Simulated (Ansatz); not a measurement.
GaPt3, space group Pm-3m, a breakdown of dispersion, smearing and cutoff terms

Program: Ansatz's Python interface.

Notebook, run cell by cell (the value of a cell's last expression is shown):

```python
import ansatz as az
from ase import Atoms
```

```python
atoms = Atoms(
    ["Ga", "Pt", "Pt", "Pt"],
    scaled_positions=[
        (0.0, 0.0, 0.0),
        (0.0, 0.5, 0.5),
        (0.5, 0.5, 0.0),
        (0.5, 0.0, 0.5),
    ],
    cell=[
        (3.909878, 0.0, 0.0),
        (0.0, 3.909878, 0.0),
        (0.0, 0.0, 3.909878),
    ],
    pbc=True,
)
cell = az.Crystal.from_ase(atoms)
```

```python
[site.symbol for site in cell.resolved().sites]
```

    ['Ga', 'Pt', 'Pt', 'Pt']

```python
base = cell.calculation()
base = base.kpoints(6, 6, 6)
base = base.occupations("fermi_dirac")
with_term = base.functional("pbesol", dispersion="d3bj").basis(420).cutoff_correction(670).run(threads=1).report
without = base.functional("pbesol").basis(420).run(threads=1).report
finer = base.functional("pbesol").basis(670).run(threads=1).report
removed = az.free_energy_without(with_term, az.EnergyTerm.DISPERSION)
print(f"dispersion term            {with_term['components']['e_disp']:.5f} eV")
print(f"F less dispersion          {removed:.5f} eV, run without it {without['free_energy_ev']:.5f} eV")
print(f"F less smearing term       {az.free_energy_without(without, az.EnergyTerm.SMEARING):.5f} eV")
print(f"estimated gain to 670 eV   {with_term['cutoff_correction']['energy_ev']:.5f} eV, found {finer['free_energy_ev'] - without['free_energy_ev']:.5f} eV")
```

    dispersion term            -2.59451 eV
    F less dispersion          -40896.50084 eV, run without it -40896.50084 eV
    F less smearing term       -40896.41131 eV
    estimated gain to 670 eV   -0.00720 eV, found -0.00722 eV

Notes:
- Total energies depend on the potentials; only differences at equal settings carry meaning. A total without «per atom» is that of the whole cell that was run.
- Dispersion corrections can be off by several per cent in the lattices of metals, and by several GPa in the pressure at a fixed cell.
- For a metal this k-point mesh is coarse: on a finer one energies can move by several to tens of meV an atom and pressures by half a GPa or more, differences at one mesh by less.
- Spin-orbit coupling, which matters for elements this heavy, is left out.
- This cell is a computed structure, which may not be the phase found in nature.
- Finished in 9.2 s on 1 thread of Arm Neoverse V1, with other jobs on the host, peak memory 0.46 GiB.
